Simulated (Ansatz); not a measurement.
# BGaH5NO: the cost of one run

Method: the settings change from run to run; program: Ansatz 0.2.0, Gaussian basis.

## (1) The geometry

The geometry comes from an earlier relaxation with PBE0-D4 in a triple-zeta def2 set; it is a stationary point, not always the lowest conformer.

SMILES `OB[NH][GaH2]`, 9 atoms, charge 0, spin multiplicity 1.

Atoms are counted from 1 here; the program's logs count them from 0.

Bond lengths: O1–B2 1.421 Å, O1–H5 0.956 Å, B2–N3 1.376 Å, B2–H6 1.196 Å, N3–Ga4 1.916 Å, N3–H7 1.002 Å, Ga4–H8 1.567 Å, Ga4–H9 1.567 Å. Angles: B2–O1–H5 120.4°, O1–B2–N3 107.6°, O1–B2–H6 120.8°, N3–B2–H6 131.5°, B2–N3–Ga4 100.3°, B2–N3–H7 125.5°, Ga4–N3–H7 134.2°, N3–Ga4–H8 117.1°, N3–Ga4–H9 117.1°, H8–Ga4–H9 124.5°.

## (2) wB97X/pcseg-2

Options: charge +1, multiplicity 2.

in.yaml reads:

```yaml
crystal:
  periodic: [false, false, false]
  atoms:
    - {symbol: O, position_ang: [-0.746838, 0.927610, -0.306260]}
    - {symbol: B, position_ang: [0.342393, 0.928673, 0.606628]}
    - {symbol: N, position_ang: [0.877612, -0.338954, 0.618395]}
    - {symbol: Ga, position_ang: [-0.272439, -1.207404, -0.644027]}
    - {symbol: H, position_ang: [-1.253469, 1.724062, -0.456468]}
    - {symbol: H, position_ang: [0.643480, 1.921895, 1.200996]}
    - {symbol: H, position_ang: [1.659404, -0.635942, 1.171203]}
    - {symbol: H, position_ang: [-1.485750, -2.013733, -0.067756]}
    - {symbol: H, position_ang: [0.235607, -1.306208, -2.122710]}
basis:
  gaussian: {orbitals: pcseg-2}
total_charge: 1
magnetization: {spin_polarized: true, initial_magnetization: 1}
hamiltonian: {xc: {name: wB97X}}
output: {forces: true}
```

Command:

```bash
$ ansatz run in.yaml --threads 2 --pin off --events-out ev --progress --plain --max-ram 4352MiB
```

What time and memory should one allow on 2 threads of Arm Neoverse V2, shared host?

About 30 s, with a peak of 0.83 GiB.
